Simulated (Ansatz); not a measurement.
# YS, space group Fm-3m: cell relaxations under several functionals

Computed with the Ansatz DFT code, driven from Python.

At the Python prompt:
```pycon
>>> import ansatz as az
>>> import numpy as np
>>> def edges_and_angles(cell):
...     cell = np.asarray(cell)
...     a, b, c = np.linalg.norm(cell, axis=1)
...     cosines = cell[1] @ cell[2] / (b * c), cell[0] @ cell[2] / (a * c), cell[0] @ cell[1] / (a * b)
...     return (a, b, c, *np.degrees(np.arccos(cosines)))
...
>>> ys = (
...     az.Lattice.of((0.0, 2.74365, 2.74365), (2.74365, 0.0, 2.74365), (2.74365, 2.74365, 0.0))
...     .atom("Y", (0.5, 0.5, 0.5))
...     .atom("S", (0.0, 0.0, 0.0))
... )
>>> base = (
...     ys.calculation()
...     .kpoints(9)
...     .occupations("methfessel_paxton")
...     .mixing("broyden", preconditioner="kerker")
...     .scf(max_iterations=150, lower_state_search="light", algorithm="direct_min")
...     .relax(cell=True, force_tolerance=0.01, max_steps=60)
... )
>>> levels = [("pbesol", "d3bj"), ("pbesol", "none"), ("lda", "none")]
>>> print("level            a       b       c    alpha   beta  gamma  V/atom  steps")
level            a       b       c    alpha   beta  gamma  V/atom  steps
>>> for name, dispersion in levels:
...     seen = []
...     run = base.functional(name, dispersion=dispersion).session().plan()
...     done = run.execute(on_event=lambda e: seen.append(e) if e["event"] == "relax_step" else None)
...     cell = done.lattice.cell_ang
...     label = name if dispersion == "none" else f"{name}+{dispersion}"
...     print("{:13s} {:7.4f} {:7.4f} {:7.4f} {:6.2f} {:6.2f} {:6.2f}".format(label, *edges_and_angles(cell)), f"{abs(np.linalg.det(cell)) / len(done.lattice.sites):7.3f} {len(seen):5d}")
...
DeckWarning: basis.ecutwfc = 420 eV, auto-derived from the records' recommended cutoffs: set by Y (normal level)
pbesol+d3bj    3.8188  3.8188  3.8188  60.00  60.00  60.00  19.690     5
pbesol         3.8609  3.8609  3.8609  60.00  60.00  60.00  20.348     4
lda            3.8304  3.8304  3.8304  60.00  60.00  60.00  19.869     5
```

From smallest to largest: PBEsol+D3BJ (19.69 Å³ an atom, -4.7 % against the start), LDA (19.87 Å³ an atom, -3.8 % against the start) and PBEsol (20.35 Å³ an atom, -1.5 % against the start). The spread is 3.3 % in volume.

Reading the output:
- These settings explore the input space; cutoff and mesh may be short of convergence.
- Spin is left out of this run.
- Forces vanish by symmetry, so the ions can't move, and the end may be a saddle.
- Dispersion corrections can be off by several per cent in the lattices of metals, and by several GPa in the pressure at a fixed cell.
- The mesh is modest for a metal, so energies can be off by several to tens of meV an atom and pressures by half a GPa or more; differences at equal mesh fare better.
- Edges and angles are those of the cell as typed, here a primitive one, not of the conventional cell.
- The structure is a deposited one; some such entries were measured under pressure or heat, so a shift against it needn't be the functional's error alone.
- Warnings are shown shortened and without file and line.
- Timing: 21 s on 1 thread of Arm Neoverse V2, with other jobs on the host, peak memory 0.41 GiB.

(Lines on the test bed's own set-up are left out of the output.)
